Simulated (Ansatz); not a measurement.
**SiGePH (triplet): from Hartree-Fock to the top rungs, cc-pVDZ**

Aim: climb from Hartree-Fock through coupled cluster and multireference methods for SiGePH (triplet) at one geometry and basis, and see what each rung misses.

Computed with Ansatz 0.2.0, Gaussian basis. Level: cc-pVDZ, core rule «outside noble gas», up to 24 orbitals frozen.

Plan: UHF; CCSD(T) on ROHF; CCSD(T) on UHF; BCCD(T) on ROHF; CISD as a restricted active space (open shells left free, so some higher excitations enter); CCSDT(Q) on ROHF; CCSDT(Q) on UHF; CASSCF and NEVPT2, 10 electrons in 10 orbitals.

19 further runs of the same task are left out: 9 that didn't finish, 10 set aside as unsound or not needed. Runs told in other sessions of the task aren't counted.

### 1 What is computed

The geometry is a PBE0/def2-TZVP stationary point (not a proven minimum). No spin-orbit coupling is included. The filled d shell of Ge may be among the frozen orbitals whatever the setting's name suggests.

4 atoms, charge 0, spin multiplicity 3.

Atoms are counted from 1 here; the program's logs count them from 0.

Bond lengths: P1–Ge2 2.700 Å, P1–Si3 2.196 Å, P1–H4 1.445 Å, Ge2–Si3 2.300 Å. Angles: Ge2–P1–Si3 54.9°, Ge2–P1–H4 57.1°, Si3–P1–H4 112.0°, P1–Ge2–Si3 51.3°, P1–Si3–Ge2 73.8°.

In the tables R marks a restricted open-shell determinant and U an unrestricted one; 'frontier' is the active space of 10 electrons in 10 orbitals; energies count from the table's Hartree-Fock row.

### 2 UHF

in.yaml reads:

```yaml
crystal:
  periodic: [false, false, false]
  atoms:
    - {symbol: P, position_ang: [0.000000, 0.740966, 1.629479]}
    - {symbol: Ge, position_ang: [0.000000, 0.156794, -1.006535]}
    - {symbol: Si, position_ang: [0.000000, -1.285717, 0.784652]}
    - {symbol: H, position_ang: [0.000000, 1.756057, 0.601480]}
basis:
  gaussian: {orbitals: cc-pVDZ}
magnetization: {spin_polarized: true, initial_magnetization: 2}
hamiltonian: {xc: hf}
output: {orbitals: {seedname: orbitals}}
```

Launch:

```sh
$ ansatz run in.yaml --threads 1 --pin off --events-out ev --progress --plain --max-ram 2393MiB
```

The program printed:

```text
Functional definition: HF
  name "HF"
  cite "Fock, Z. Phys. 61, 126 (1930) doi:10.1007/BF01340294"
  parent pbe
  exchange = exact_x
  correlation = 0
751 factors; integrals over basis functions are off by at most 1.3e-3 eV
mean field evaluation 1: about -73618.8969 eV, gradient 9.8e0 eV
mean field evaluation 2: about -73618.9051 eV, gradient 9.8e0 eV
mean field evaluation 4: about -73620.1534 eV, gradient 2.3e0 eV
mean field evaluation 8: about -73620.5074 eV, gradient 3.6e-1 eV
mean field evaluation 16: about -73620.0313 eV, gradient 3.5e0 eV
mean field evaluation 32: about -73620.1885 eV, gradient 5.2e-1 eV
mean field evaluation 64: about -73619.2496 eV, gradient 2.7e0 eV
mean field evaluation 96: about -73618.8962 eV, gradient 9.8e0 eV
mean field -73620.51969458 eV, -2705.5041969953 hartree, gradient 2.6e-5 eV, S^2 2.302576; 3 other end points of the search recorded, 0 dependent functions left out
reference -73620.51969458 eV, -2705.5041969953 hartree; 32, 30 occupied and 36, 38 virtual orbitals, 751 factors
Total energy: -73620.51969458 eV, -2705.5041969953 hartree
```

It took 5 s on 1 thread of Arm Neoverse V2, shared host.

From the report: ⟨S²⟩ of the determinant 2.303 (pure triplet: 2.00).

### 3 CCSD(T) on ROHF

in.yaml: that of step 2 with these lines changed.

```diff
@@ -9,4 +9,3 @@
   gaussian: {orbitals: cc-pVDZ}
-magnetization: {spin_polarized: true, initial_magnetization: 2}
-hamiltonian: {xc: hf}
-output: {orbitals: {seedname: orbitals}}
+magnetization: {spin_polarized: false, initial_magnetization: 2}
+correlation: {method: ccsd_t, electrons: outside_noble_gas}
```

Same command.

The program printed (excerpt; [...] marks lines left out):

```text
Functional definition: HF
  name "HF"
  cite "Fock, Z. Phys. 61, 126 (1930) doi:10.1007/BF01340294"
  parent pbe
[...]
751 factors; integrals over basis functions are off by at most 1.3e-3 eV
[...]
mean field -73620.05837987 eV, -2705.4872439922 hartree, gradient 1.7e-6 eV, S^2 2.000000; 18 other end points of the search recorded, 0 dependent functions left out
[...]
determinant -73620.05837987 eV, -2705.4872439922 hartree, with singles and doubles -73628.59819799 eV, -2705.8010765200 hartree
determinant -73619.78552742 eV, -2705.4772168498 hartree, with singles and doubles -73627.77265210 eV, -2705.7707382678 hartree
determinant -73618.70662745 eV, -2705.4375680070 hartree, with singles and doubles -73627.17684334 eV, -2705.7488426999 hartree
determinant -73617.73236222 eV, -2705.4017644205 hartree, with singles and doubles -73625.72216025 eV, -2705.6953840823 hartree
[...]
determinant -73616.98085047 eV, -2705.3741468729 hartree, with singles and doubles -73625.47257246 eV, -2705.6862119003 hartree
determinant -73616.80311413 eV, -2705.3676151828 hartree, with singles and doubles -73625.37914373 eV, -2705.6827784576 hartree
determinant -73616.64111865 eV, -2705.3616619588 hartree, with singles and doubles -73625.64712609 eV, -2705.6926266278 hartree
24 core orbitals not correlated: weight in the atoms' cores, before any rotation towards them, 1.000 or more for the frozen orbitals, at most 0.000 for the correlated occupied ones
reference -73620.05837987 eV, -2705.4872439922 hartree; 8, 6 occupied and 36, 38 virtual orbitals, 751 factors
second order -7.50839261 eV of doubles, -0.11678694 eV of singles
cycle   1  -8.54098363 eV  change   -1.2e-3 eV  update   7.1e-3
[...]
cycle  11  -8.55179016 eV  change   -8.5e-6 eV  update   1.4e-5
perturbative correction -0.50571729 eV, -0.0185847677 hartree
Total energy: -73629.11588732 eV, -2705.8201012518 hartree
```

Run time: 26 s. Hardware: 1 thread of Arm Neoverse V2, shared host.

From the report: correlation -9.0575 eV; T1 0.048; largest double amplitude 0.08.

### 4 CCSD(T) on UHF

in.yaml: that of step 3 with these lines changed.

```diff
@@ -9,3 +9,3 @@
   gaussian: {orbitals: cc-pVDZ}
-magnetization: {spin_polarized: false, initial_magnetization: 2}
+magnetization: {spin_polarized: true, initial_magnetization: 2}
 correlation: {method: ccsd_t, electrons: outside_noble_gas}
```

Same command.

The program printed (excerpt; [...] marks lines left out):

```text
Functional definition: HF
  name "HF"
  cite "Fock, Z. Phys. 61, 126 (1930) doi:10.1007/BF01340294"
  parent pbe
[...]
751 factors; integrals over basis functions are off by at most 1.3e-3 eV
[...]
mean field -73620.51969458 eV, -2705.5041969953 hartree, gradient 3.1e-6 eV, S^2 2.302574; 15 other end points of the search recorded, 0 dependent functions left out
determinant -73620.51969458 eV, -2705.5041969953 hartree, with singles and doubles -73628.63296460 eV, -2705.8023541691 hartree
determinant -73619.97654663 eV, -2705.4842366761 hartree, with singles and doubles -73627.77857579 eV, -2705.7709559593 hartree
determinant -73618.94856118 eV, -2705.4464589079 hartree, with singles and doubles -73627.14542535 eV, -2705.7476881101 hartree
determinant -73618.91788248 eV, -2705.4453314865 hartree, with singles and doubles -73627.18418481 eV, -2705.7491124939 hartree
determinant -73618.26502261 eV, -2705.4213393288 hartree, with singles and doubles -73625.53039188 eV, -2705.6883367248 hartree
determinant -73617.88882503 eV, -2705.4075143227 hartree, with singles and doubles -73625.73018216 eV, -2705.6956788819 hartree
determinant -73617.56316658 eV, -2705.3955465954 hartree, with singles and doubles -73625.41709089 eV, -2705.6841729899 hartree
determinant -73617.42321039 eV, -2705.3904033003 hartree, with singles and doubles -73624.91834906 eV, -2705.6658445659 hartree
24 core orbitals not correlated: weight in the atoms' cores, before any rotation towards them, 1.000 or more for the frozen orbitals, at most 0.000 for the correlated occupied ones
reference -73620.51969458 eV, -2705.5041969953 hartree; 8, 6 occupied and 36, 38 virtual orbitals, 751 factors
second order -6.89968352 eV of doubles, -0.00000000 eV of singles
cycle   1  -8.11458390 eV  change   -1.3e-3 eV  update   4.1e-3
[...]
cycle  10  -8.12023617 eV  change   -6.7e-6 eV  update   1.4e-5
perturbative correction -0.46535065 eV, -0.0171013211 hartree
Total energy: -73629.10528140 eV, -2705.8197114913 hartree
```

Wall time 25 s (1 thread of Arm Neoverse V2, shared host).

From the report: ⟨S²⟩ of the determinant 2.303 (pure triplet: 2.00); correlation -8.5856 eV; T1 0.050; largest double amplitude 0.07.

### 5 BCCD(T) on ROHF

in.yaml: that of step 4 with these lines changed.

```diff
@@ -9,3 +9,3 @@
   gaussian: {orbitals: cc-pVDZ}
-magnetization: {spin_polarized: true, initial_magnetization: 2}
-correlation: {method: ccsd_t, electrons: outside_noble_gas}
+magnetization: {spin_polarized: false, initial_magnetization: 2}
+correlation: {method: bccd_t, electrons: outside_noble_gas}
```

Same command.

The program printed (excerpt; [...] marks lines left out):

```text
Functional definition: HF
  name "HF"
  cite "Fock, Z. Phys. 61, 126 (1930) doi:10.1007/BF01340294"
  parent pbe
[...]
751 factors; integrals over basis functions are off by at most 1.3e-3 eV
[...]
mean field -73620.05837987 eV, -2705.4872439922 hartree, gradient 1.7e-6 eV, S^2 2.000000; 18 other end points of the search recorded, 0 dependent functions left out
[...]
determinant -73620.05837987 eV, -2705.4872439922 hartree, with singles and doubles -73628.59819799 eV, -2705.8010765200 hartree
determinant -73619.78552742 eV, -2705.4772168498 hartree, with singles and doubles -73627.77265210 eV, -2705.7707382678 hartree
determinant -73618.70662745 eV, -2705.4375680070 hartree, with singles and doubles -73627.17684334 eV, -2705.7488426999 hartree
determinant -73617.73236222 eV, -2705.4017644205 hartree, with singles and doubles -73625.72216025 eV, -2705.6953840823 hartree
[...]
determinant -73616.98085047 eV, -2705.3741468729 hartree, with singles and doubles -73625.47257246 eV, -2705.6862119003 hartree
determinant -73616.80311413 eV, -2705.3676151828 hartree, with singles and doubles -73625.37914373 eV, -2705.6827784576 hartree
determinant -73616.64111865 eV, -2705.3616619588 hartree, with singles and doubles -73625.64712609 eV, -2705.6926266278 hartree
24 core orbitals not correlated: weight in the atoms' cores, before any rotation towards them, 1.000 or more for the frozen orbitals, at most 0.000 for the correlated occupied ones
reference -73620.05837987 eV, -2705.4872439922 hartree; 8, 6 occupied and 36, 38 virtual orbitals, 751 factors
second order -7.50839261 eV of doubles, -0.11678694 eV of singles
cycle   1  -8.52736831 eV  change    1.2e-2 eV  update   2.8e-2
[...]
cycle  16  -8.54025320 eV  change   -7.9e-6 eV  update   8.1e-6
perturbative correction -0.52036573 eV, -0.0191230880 hartree
Total energy: -73629.11899880 eV, -2705.8202155964 hartree
```

Run time: 26 s. Hardware: 1 thread of Arm Neoverse V2, shared host.

From the report: correlation -9.0606 eV; largest double amplitude 0.06.

### 6 CISD as a restricted active space (open shells left free, so some higher excitations enter)

in.yaml: that of step 5 with these lines changed.

```diff
@@ -10,2 +10,2 @@
 magnetization: {spin_polarized: false, initial_magnetization: 2}
-correlation: {method: bccd_t, electrons: outside_noble_gas}
+correlation: {active_space: {ras: {orbitals: [6, 2, 36], electrons: 14, max_holes: 2, max_particles: 2}, fixed_orbitals: true}}
```

The command is unchanged.

The program printed:

```text
Functional definition: HF
  name "HF"
  cite "Fock, Z. Phys. 61, 126 (1930) doi:10.1007/BF01340294"
  parent pbe
  exchange = exact_x
  correlation = 0
751 factors; integrals over basis functions are off by at most 1.3e-3 eV
mean field evaluation 1: about -73618.8416 eV, gradient 1.2e1 eV
mean field evaluation 2: about -73618.8496 eV, gradient 1.2e1 eV
mean field evaluation 4: about -73619.8990 eV, gradient 2.2e0 eV
mean field evaluation 8: about -73620.0373 eV, gradient 3.6e-1 eV
mean field evaluation 16: about -73620.0584 eV, gradient 1.7e-6 eV
mean field evaluation 32: about -73620.0577 eV, gradient 1.4e-1 eV
mean field evaluation 64: about -73619.8694 eV, gradient 1.7e0 eV
mean field evaluation 96: about -73619.7862 eV, gradient 1.8e-2 eV
mean field -73620.05837987 eV, -2705.4872439922 hartree, gradient 1.7e-6 eV, S^2 2.000000; 12 other end points of the search recorded, 0 dependent functions left out
reference -73620.05837987 eV, -2705.4872439922 hartree; 32, 30 occupied and 36, 38 virtual orbitals, 751 factors
state -73627.47816815 eV, -2705.7599161825 hartree
Total energy: -73627.47816815 eV, -2705.7599161825 hartree
```

It took 14 s on 1 thread of Arm Neoverse V2, shared host.

From the report: 204,058 determinants.

### 7 CCSDT(Q) on ROHF

in.yaml: that of step 6 with these lines changed.

```diff
@@ -10,2 +10,2 @@
 magnetization: {spin_polarized: false, initial_magnetization: 2}
-correlation: {active_space: {ras: {orbitals: [6, 2, 36], electrons: 14, max_holes: 2, max_particles: 2}, fixed_orbitals: true}}
+correlation: {method: ccsdt_q, electrons: outside_noble_gas}
```

Launched as before.

The program printed (excerpt; [...] marks lines left out):

```text
Functional definition: HF
  name "HF"
  cite "Fock, Z. Phys. 61, 126 (1930) doi:10.1007/BF01340294"
  parent pbe
[...]
1368 factors; integrals over basis functions are off by at most 1.7e-7 eV
[...]
mean field -73620.05851739 eV, -2705.4872490461 hartree, gradient 1.8e-6 eV, S^2 2.000000; 18 other end points of the search recorded, 0 dependent functions left out
[...]
determinant -73620.05851739 eV, -2705.4872490461 hartree, with singles and doubles -73628.59833517 eV, -2705.8010815611 hartree
determinant -73619.78566030 eV, -2705.4772217331 hartree, with singles and doubles -73627.77279217 eV, -2705.7707434154 hartree
determinant -73618.70674994 eV, -2705.4375725087 hartree, with singles and doubles -73627.17697467 eV, -2705.7488475260 hartree
determinant -73617.73248685 eV, -2705.4017690003 hartree, with singles and doubles -73625.72229676 eV, -2705.6953890990 hartree
[...]
determinant -73616.98098558 eV, -2705.3741518382 hartree, with singles and doubles -73625.47271560 eV, -2705.6862171605 hartree
determinant -73616.80327104 eV, -2705.3676209492 hartree, with singles and doubles -73625.37930116 eV, -2705.6827842431 hartree
determinant -73616.64125217 eV, -2705.3616668655 hartree, with singles and doubles -73625.64727672 eV, -2705.6926321635 hartree
24 core orbitals not correlated: weight in the atoms' cores, before any rotation towards them, 1.000 or more for the frozen orbitals, at most 0.000 for the correlated occupied ones
reference -73620.05851739 eV, -2705.4872490461 hartree; 8, 6 occupied and 36, 38 virtual orbitals, 1368 factors
second order -7.50841516 eV of doubles, -0.11678756 eV of singles
cycle   1  -8.06284635 eV  change   -4.3e-1 eV  update   1.5e-1
[...]
cycle  25  -9.10383947 eV  change    1.4e-6 eV  update   1.5e-6
perturbative correction -0.05047043 eV, -0.0018547540 hartree
Total energy: -73629.21282728 eV, -2705.8236637297 hartree
```

Wall time 96 s (1 thread of Arm Neoverse V2, shared host); peak memory 0.92 GiB.

From the report: correlation -9.1543 eV; T1 0.052; largest double amplitude 0.11.

### 8 CCSDT(Q) on UHF

in.yaml: that of step 7 with these lines changed.

```diff
@@ -9,3 +9,3 @@
   gaussian: {orbitals: cc-pVDZ}
-magnetization: {spin_polarized: false, initial_magnetization: 2}
+magnetization: {spin_polarized: true, initial_magnetization: 2}
 correlation: {method: ccsdt_q, electrons: outside_noble_gas}
```

Same command.

The program printed (excerpt; [...] marks lines left out):

```text
Functional definition: HF
  name "HF"
  cite "Fock, Z. Phys. 61, 126 (1930) doi:10.1007/BF01340294"
  parent pbe
[...]
1368 factors; integrals over basis functions are off by at most 1.7e-7 eV
[...]
mean field -73620.51983580 eV, -2705.5042021851 hartree, gradient 3.4e-6 eV, S^2 2.302576; 15 other end points of the search recorded, 0 dependent functions left out
determinant -73620.51983580 eV, -2705.5042021851 hartree, with singles and doubles -73628.63310128 eV, -2705.8023591920 hartree
determinant -73619.97668104 eV, -2705.4842416156 hartree, with singles and doubles -73627.77871590 eV, -2705.7709611084 hartree
determinant -73618.94869176 eV, -2705.4464637064 hartree, with singles and doubles -73627.14554857 eV, -2705.7476926382 hartree
determinant -73618.91800629 eV, -2705.4453360361 hartree, with singles and doubles -73627.18431330 eV, -2705.7491172158 hartree
[...]
determinant -73617.88895118 eV, -2705.4075189585 hartree, with singles and doubles -73625.73031927 eV, -2705.6956839208 hartree
determinant -73617.56330965 eV, -2705.3955518530 hartree, with singles and doubles -73625.41723401 eV, -2705.6841782495 hartree
determinant -73617.42335338 eV, -2705.3904085549 hartree, with singles and doubles -73624.91869487 eV, -2705.6658572742 hartree
24 core orbitals not correlated: weight in the atoms' cores, before any rotation towards them, 1.000 or more for the frozen orbitals, at most 0.000 for the correlated occupied ones
reference -73620.51983580 eV, -2705.5042021851 hartree; 8, 6 occupied and 36, 38 virtual orbitals, 1368 factors
second order -6.89969431 eV of doubles, -0.00000000 eV of singles
cycle   1  -7.54161612 eV  change   -6.4e-1 eV  update   1.4e-1
[...]
cycle  26  -8.65026658 eV  change   -1.4e-6 eV  update   9.2e-7
perturbative correction -0.05253635 eV, -0.0019306752 hartree
Total energy: -73629.22263873 eV, -2705.8240242936 hartree
```

Wall time 87 s (1 thread of Arm Neoverse V2, shared host); peak memory 0.7 GiB.

From the report: ⟨S²⟩ of the determinant 2.303 (pure triplet: 2.00); correlation -8.7028 eV; T1 0.056; largest double amplitude 0.09.

### 9 CASSCF and NEVPT2, 10 electrons in 10 orbitals

in.yaml: that of step 8 with these lines changed.

```diff
@@ -9,3 +9,3 @@
   gaussian: {orbitals: cc-pVDZ}
-magnetization: {spin_polarized: true, initial_magnetization: 2}
-correlation: {method: ccsdt_q, electrons: outside_noble_gas}
+magnetization: {spin_polarized: false, initial_magnetization: 2}
+correlation: {method: sc_nevpt2, electrons: outside_noble_gas, active_space: {window: {electrons: 10, orbitals: 10}}}
```

Launched as before.

The program printed (excerpt; [...] marks lines left out):

```text
Functional definition: HF
  name "HF"
  cite "Fock, Z. Phys. 61, 126 (1930) doi:10.1007/BF01340294"
  parent pbe
[...]
751 factors; integrals over basis functions are off by at most 1.3e-3 eV
[...]
mean field -73620.05837987 eV, -2705.4872439922 hartree, gradient 1.7e-6 eV, S^2 2.000000; 12 other end points of the search recorded, 0 dependent functions left out
reference -73620.05837987 eV, -2705.4872439922 hartree; 32, 30 occupied and 36, 38 virtual orbitals, 751 factors
state -73622.36219664 eV, -2705.5719076970 hartree
state -73622.36219664 eV, -2705.5719076970 hartree; corrected -73627.92164503 eV, -2705.7762136570 hartree
state -73622.34830504 eV, -2705.5713971904 hartree
state -73622.34830504 eV, -2705.5713971904 hartree; corrected -73627.94406439 eV, -2705.7770375535 hartree
state -73622.34830504 eV, -2705.5713971904 hartree; corrected -73627.94406439 eV, -2705.7770375535 hartree
WARN: the results are in doubt because another end's mean lies 0.014 eV lower, and its corrected mean 0.022 eV higher
Total energy: -73627.94406439 eV, -2705.7770375535 hartree
In doubt: another end's mean lies 0.014 eV lower, and its corrected mean 0.022 eV higher
```

Wall time 82 s (1 thread of Arm Neoverse V2, shared host).

From the report: 31,752 determinants; active occupations 1.98, 1.95, 1.94, 1.92, 1.01, 1.00, 0.09, 0.05, 0.04, 0.03. Mind the lines of doubt at the end of the log.

### 10 Misses and costs

The yardstick is RCCSDT(Q), where the cluster series has nearly closed. Rows without a time are mean-field rows or come out of runs for another level: lower rungs of the coupled-cluster runs, CASSCF and MRCISD of the multireference runs, or the Hartree-Fock search.

Differences are taken before rounding.

```csv
method,energy from the lowest ROHF (kcal/mol),from RCCSDT(Q) (kcal/mol),time
ROHF,0.00,+211.11,
UHF,-10.64,+200.47,
RMP2,-175.84,+35.27,
UMP2,-169.75,+41.36,
CISD,-171.10,+40.00,14 s
RCCSD,-197.21,+13.90,
UCCSD,-197.90,+13.21,
RCCSD(T),-208.87,+2.24,26 s
UCCSD(T),-208.63,+2.48,25 s
BCCD(T),-208.94,+2.16,26 s
RCCSDT,-209.94,+1.16,
UCCSDT,-210.12,+0.99,
RCCSDT(Q),-211.11,0,96 s
UCCSDT(Q),-211.33,-0.23,87 s
```

Among the levels timed on like hardware and quicker than the yardstick, those that no quicker one beats, quickest first: CISD (14 s, +40.00 kcal/mol); UCCSD(T) (25 s, +2.48 kcal/mol); BCCD(T) (26 s, +2.16 kcal/mol); UCCSDT(Q) (87 s, -0.23 kcal/mol).

Left out of the table: CASSCF frontier, NEVPT2 frontier (the active space lost an orbital or holds another state than full CI finds).

With the free atoms at the same levels and basis (separate runs), the atomisation energy is 7.308 eV at RCCSDT(Q), 7.242 eV at RCCSD(T), 7.221 eV at UCCSD(T), 3.926 eV at ROHF.

### 11 Results

```
                         quantity              value
    RCCSDT(Q) from the ROHF energy         -9.1544 eV
              RMP2 from RCCSDT(Q)    +35.27 kcal/mol
              UMP2 from RCCSDT(Q)    +41.36 kcal/mol
             RCCSD from RCCSDT(Q)    +13.90 kcal/mol
          RCCSD(T) from RCCSDT(Q)     +2.24 kcal/mol
          UCCSD(T) from RCCSDT(Q)     +2.48 kcal/mol
         UCCSDT(Q) from RCCSDT(Q)     -0.23 kcal/mol
levels within 1 kcal/mol (43 meV)  UCCSDT, UCCSDT(Q)
                    T1 diagnostic              0.048
```

What this shows: RCCSD(T) misses by +2.24 kcal/mol, 1.1 % of the correlation energy. These misses are within one basis, not against nature; the frozen cores of restricted and unrestricted runs differ, which can shift their rows.

With open shells the CI space here admits some higher excitations, so it is larger than plain CISD.

For cost: UCCSDT(Q) gets within 0.23 kcal/mol in 87 s, where RCCSDT(Q) took 96 s; the quickest level in the cost chart, CISD, takes 14 s and misses by 40.00 kcal/mol.
